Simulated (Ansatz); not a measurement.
# Sr3Nb2ZnO9: the cost of one run

Method: DFT, PBE, plane-wave PAW, default files, scalar-relativistic, as far as a step names no other, in Ansatz 0.2.0.

## 1. The starting structure

Symmetry: P-3m1, No. 164, trigonal system. Conventional cell: a = 5.752 Å, b = 5.752 Å, c = 7.059 Å, α = 90.00°, β = 90.00°, γ = 120.00°. Sr (site symmetry -3m) is surrounded by 12 O at 2.87 to 2.88 Å. Sr (site symmetry 3m) is surrounded by 12 O at 2.88 to 2.89 Å. Nb (site symmetry 3m) has 6 O at 1.94 to 2.09 Å as nearest neighbours. Around Zn (site symmetry -3m) lie 6 O at 2.08 Å. Around O (site symmetry m) lie 1 Nb at 1.94 Å and 1 Zn at 2.08 Å. O (site symmetry 2/m) has 2 Nb at 2.09 Å and 4 Sr at 2.88 to 2.89 Å as nearest neighbours.

As a file:

```
Sr Nb Zn O
1.0
     5.75176    0.00000    0.00000
    -2.87588    4.98117    0.00000
     0.00000    0.00000    7.05875
Sr Nb Zn O
3 2 1 9
Direct
  0.00000 0.00000 0.50000
  0.66667 0.33333 0.83518
  0.33333 0.66667 0.16482
  0.66667 0.33333 0.32042
  0.33333 0.66667 0.67958
  0.00000 0.00000 0.00000
  0.66056 0.83028 0.82855
  0.33944 0.16972 0.17145
  0.00000 0.50000 0.50000
  0.50000 0.00000 0.50000
  0.16972 0.33944 0.82855
  0.83028 0.66056 0.17145
  0.50000 0.50000 0.50000
  0.16972 0.83028 0.82855
  0.83028 0.16972 0.17145
```

## 2. Gradients at the starting positions

input.yaml reads:

```yaml
crystal:
  lattice:
    - [5.7517642247, 0.0, 0.0]
    - [-2.8758821123, 4.9811739351, 0.0]
    - [0.0, 0.0, 7.05875]
  atoms:
    - { symbol: Sr, position: [0.0, 0.0, 0.5] }
    - { symbol: Sr, position: [0.6666666667, 0.3333333333, 0.835176] }
    - { symbol: Sr, position: [0.3333333333, 0.6666666667, 0.164824] }
    - { symbol: Nb, position: [0.6666666667, 0.3333333333, 0.320424] }
    - { symbol: Nb, position: [0.3333333333, 0.6666666667, 0.679576] }
    - { symbol: Zn, position: [0.0, 0.0, 0.0] }
    - { symbol: O, position: [0.660558, 0.830279, 0.828554] }
    - { symbol: O, position: [0.339442, 0.169721, 0.171446] }
    - { symbol: O, position: [0.0, 0.5, 0.5] }
    - { symbol: O, position: [0.5, 0.0, 0.5] }
    - { symbol: O, position: [0.169721, 0.339442, 0.828554] }
    - { symbol: O, position: [0.830279, 0.660558, 0.171446] }
    - { symbol: O, position: [0.5, 0.5, 0.5] }
    - { symbol: O, position: [0.169721, 0.830279, 0.828554] }
    - { symbol: O, position: [0.830279, 0.169721, 0.171446] }
kpoints:
  mp_grid: { grid: [4, 4, 3] }
scf:
  occupations: { method: fermi_dirac, width: 0.02 }
hamiltonian:
  xc: pbe
  pseudopotentials: { kind: paw }
output:
  forces: true
  stress: true
  populations: true
  efg:
    quadrupole_moments_barn: { Sr: 0.305, Nb: -0.32, Zn: 0.122, O: -0.02558 }
    contact_densities: true
```

Run with:

```console
$ ansatz run input.yaml --threads 1 --pin off --max-ram 2560MiB --backend cpu --events-out ev --progress --plain --runs-dir out
```

**Question.** How long does this run take on 1 thread of Arm Neoverse V1, shared host, and how much memory does it need?

About 18 s, with a peak of 0.58 GiB.
